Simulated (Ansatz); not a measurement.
Geometry optimisation, DFT PBE, scalar-relativistic, plane waves, PAW in Ansatz.

input.yaml

```yaml
crystal:
  lattice:
    - [0.0, 5.43, 5.43]
    - [5.43, 0.0, 5.43]
    - [5.43, 5.43, 0.0]
  atoms:
    - { symbol: Si, position: [0.0, 0.0, 0.0] }
    - { symbol: Si, position: [0.125, 0.125, 0.125] }
    - { symbol: Si, position: [0.0, 0.0, 0.5] }
    - { symbol: Si, position: [0.125, 0.125, 0.625] }
    - { symbol: Si, position: [0.0, 0.5, 0.0] }
    - { symbol: Si, position: [0.125, 0.625, 0.125] }
    - { symbol: Si, position: [0.0, 0.5, 0.5] }
    - { symbol: Si, position: [0.125, 0.625, 0.625] }
    - { symbol: Si, position: [0.5, 0.0, 0.0] }
    - { symbol: Si, position: [0.625, 0.125, 0.125] }
    - { symbol: Si, position: [0.5, 0.0, 0.5] }
    - { symbol: Si, position: [0.625, 0.125, 0.625] }
    - { symbol: Si, position: [0.5, 0.5, 0.0] }
    - { symbol: Si, position: [0.625, 0.625, 0.125] }
    - { symbol: Si, position: [0.5, 0.5, 0.5] }
    - { symbol: Si, position: [0.625, 0.625, 0.625] }
    - { symbol: Ti, position: [0.2467057, 0.2541894, 0.2511061] }
basis:
  ecutwfc: 420.0
kpoints:
  mp_grid: { grid: [2, 2, 2] }
hamiltonian:
  xc: pbe
  pseudopotentials: { kind: paw, azcp: { folder: soft_1 } }
scf:
  occupations: { method: fermi_dirac, width: 0.05 }
  lower_state_search: "off"
relax:
  f_tol: 0.03
  max_steps: 60
  adjacent_minimum: "off"
```

Run as:

```bash
$ ansatz run input.yaml --threads 1 --pin off --max-ram 3072MiB --backend cpu --events-out ev --progress --plain --runs-dir out
```

Q: Where does it end, and by what steps?

A: The run converged. The force dipped under the threshold on the way, but the program's further checks kept it going. Limits of this set-up: coarse k mesh, a small cell, in which the defect meets its images. After 3 steps the energy has fallen by 0.363 eV; Si4 moved furthest, 0.08 Å.

| step | energy less start (eV) | largest force component (eV/Å) | accepted |
| --- | --- | --- | --- |
| 0 | 0.0000 | 1.129 | yes |
| 1 | -0.3418 | 0.303 | yes |
| 2 | -0.3631 | 0.021 | yes |
| 3 | -0.3631 | 0.022 | yes |

```xyz
17
Lattice="0.0000 5.4300 5.4300 5.4300 0.0000 5.4300 5.4300 5.4300 0.0000" Properties=species:S:1:pos:R:3
Si 0.000 0.000 0.000
Si 1.315 1.313 1.314
Si 2.717 2.713 -0.038
Si 4.117 4.116 1.314
Si 2.716 -0.039 2.714
Si 4.116 1.314 4.116
Si 5.470 2.715 2.714
Si 6.774 4.087 4.089
Si -0.035 2.714 2.716
Si 1.315 4.116 4.116
Si 2.717 5.467 2.717
Si 4.091 6.770 4.089
Si 2.716 2.716 5.469
Si 4.091 4.087 6.772
Si 5.433 5.429 5.431
Si 6.774 6.771 6.772
Ti 2.717 2.714 2.715
```

Whether the end is a true minimum wasn't checked by a vibrational analysis.

Run time: 26 s on 1 thread of Arm Neoverse V2, with other jobs on the host, peak memory 0.54 GiB.
